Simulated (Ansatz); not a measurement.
I need a rigid torsion scan of CH5AlFN, SMILES C[NH][AlH][F]. Use Ansatz 0.2.0 through its Python package. Level of theory (for the species named): B3LYP, def2-SVP basis, multiplicity 1.

```yaml
atoms:
  - { symbol: C, position_ang: [-0.3239, 0.7468, -0.8690] }
  - { symbol: N, position_ang: [-0.8413, -0.2648, 0.0151] }
  - { symbol: Al, position_ang: [0.5118, -0.7418, 1.2498] }
  - { symbol: F, position_ang: [2.2098, -1.3217, 0.6566] }
  - { symbol: H, position_ang: [-1.1791, 1.0386, -1.6156] }
  - { symbol: H, position_ang: [-0.1262, 1.7249, -0.3050] }
  - { symbol: H, position_ang: [0.5445, 0.4603, -1.4554] }
  - { symbol: H, position_ang: [-0.9947, -1.0936, -0.5693] }
  - { symbol: H, position_ang: [0.2875, -0.5950, 2.8756] }
```

`ch5alfn.py`
```python
"""Energy of CH5AlFN as one group turns about a bond."""

import ansatz as az
from ase import Atoms

atoms = Atoms(["C", "N", "Al", "F", "H", "H", "H", "H", "H"], positions=[
    (-0.3239, 0.7468, -0.869),
    (-0.8413, -0.2648, 0.0151),
    (0.5118, -0.7418, 1.2498),
    (2.2098, -1.3217, 0.6566),
    (-1.1791, 1.0386, -1.6156),
    (-0.1262, 1.7249, -0.305),
    (0.5445, 0.4603, -1.4554),
    (-0.9947, -1.0936, -0.5693),
    (0.2875, -0.595, 2.8756),
])

# start the scan from a relaxed geometry
first = az.Crystal.molecule_from_ase(atoms).calculation()
first = first.basis(gaussian="def2-SVP").functional("b3lyp")
first = first.relax(force_tolerance=0.02, max_steps=80)
atoms.positions = first.run(threads=1, pin="off").report["positions_ang"]

start = atoms.get_dihedral(0, 1, 2, 3)
energies = {}
for turn in range(0, 360, 40):
    turned = atoms.copy()
    turned.set_dihedral(0, 1, 2, 3, start + turn, indices=[2, 3, 8])
    job = az.Crystal.molecule_from_ase(turned).calculation().basis(gaussian="def2-SVP").functional("b3lyp")
    energies[round((start + turn) % 360)] = job.run(threads=1, pin="off").report["free_energy_ev"]
floor = min(energies.values())
print("dihedral C0-N1-Al2-F3 (deg)   E - E(min) (kJ/mol)")
for angle, e in sorted(energies.items()):
    print(f"{angle:8d} {96.485332 * (e - floor):14.3f}  " + "#" * int(30 * (e - floor) / max(max(energies.values()) - floor, 1e-9)))
```

Output of `python ch5alfn.py`:
```text
dihedral C0-N1-Al2-F3 (deg)   E - E(min) (kJ/mol)
      40         16.401  ############
      80         40.338  ##############################
     120         30.186  ######################
     160          4.666  ###
     200          4.668  ###
     240         30.190  ######################
     280         40.337  #############################
     320         16.397  ############
     360          0.000
```

The scan is rigid and the energies are electronic, in a modest basis. With rigid groups the curve can differ much from the relaxed path, the start wasn't checked as a minimum of this torsion, and equivalent turns needn't return to the same energy. b3lyp holds the VWN-RPA fit, as in Gaussian; the form of ORCA and Turbomole is b3lyp5. The whole script took 90 s on 1 thread of Arm Neoverse V1, with other jobs on the host, peak memory 0.24 GiB.

(Lines on the test bed's own set-up are left out of the output.)
